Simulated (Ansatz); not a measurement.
# HfWS4: the cost of one run

Computed with Ansatz 0.2.0 (DFT PBE, scalar-relativistic, plane waves, PAW, unless a step's input says otherwise).

1 further run of the same task is left out (set aside as unsound or not needed). Runs told in other sessions of the task aren't counted.

### Step 1. The structure to begin with

It takes space group P6/mmm (No. 191, hexagonal). The conventional cell has a = 5.035 Å, b = 5.035 Å, c = 7.169 Å, α = 90.00°, β = 90.00°, γ = 120.00°. Hf (site symmetry 6/mmm) is surrounded by 2 S at 1.79 Å. Around W (site symmetry 6/mmm) lie 2 S at 1.79 Å. S (site symmetry 6mm) is surrounded by 1 Hf at 1.79 Å and 1 W at 1.79 Å. Around S (site symmetry -6m2) lie 3 S at 2.91 Å and 3 W at 2.91 Å.

Coordinates:

```xyz
6
Lattice="5.0352 0.0000 0.0000 -2.5176 4.3606 0.0000 0.0000 0.0000 7.1692" Properties=species:S:1:pos:R:3 pbc="T T T"
Hf    0.0000    0.0000    3.5846
W     0.0000    0.0000    0.0000
S     0.0000    0.0000    5.3743
S     0.0000    0.0000    1.7949
S     0.0000    2.9071    0.0000
S     2.5176    1.4535    0.0000
```

The cell is invented: random cell by space group and Wyckoff sites (P6/mmm, No. 191). Its size is a rough estimate.

### Step 2. A first look at the guess

Contents of input.yaml:

```yaml
crystal:
  lattice:
    - [5.03517533, 0.0, 0.0]
    - [-2.51758767, 4.36058975, 0.0]
    - [0.0, 0.0, 7.1692108]
  atoms:
    - { symbol: Hf, position: [0.0, 0.0, 0.5] }
    - { symbol: W, position: [0.0, 0.0, 0.0] }
    - { symbol: S, position: [0.0, 0.0, 0.74963787] }
    - { symbol: S, position: [0.0, 0.0, 0.25036213] }
    - { symbol: S, position: [0.33333333, 0.66666667, 0.0] }
    - { symbol: S, position: [0.66666667, 0.33333333, 0.0] }
basis:
  ecutwfc: 420
kpoints:
  mp_grid: { grid: [6, 6, 4] }
hamiltonian:
  xc: pbe
scf:
  occupations: { method: gaussian, width: 0.1 }
  lower_state_search: "off"
output:
  forces: true
  stress: true
  eigenvalues: true
```

Started as:

```console
ansatz run input.yaml --threads 1 --pin off --max-ram 2560MiB --backend cpu --events-out ev --progress --plain --runs-dir out
```

**Question.** How long does this run take on 1 thread of Intel Xeon Platinum 8488C (Sapphire Rapids), shared host, and how much memory does it need?

About 6.1 s, with a peak of 0.51 GiB.
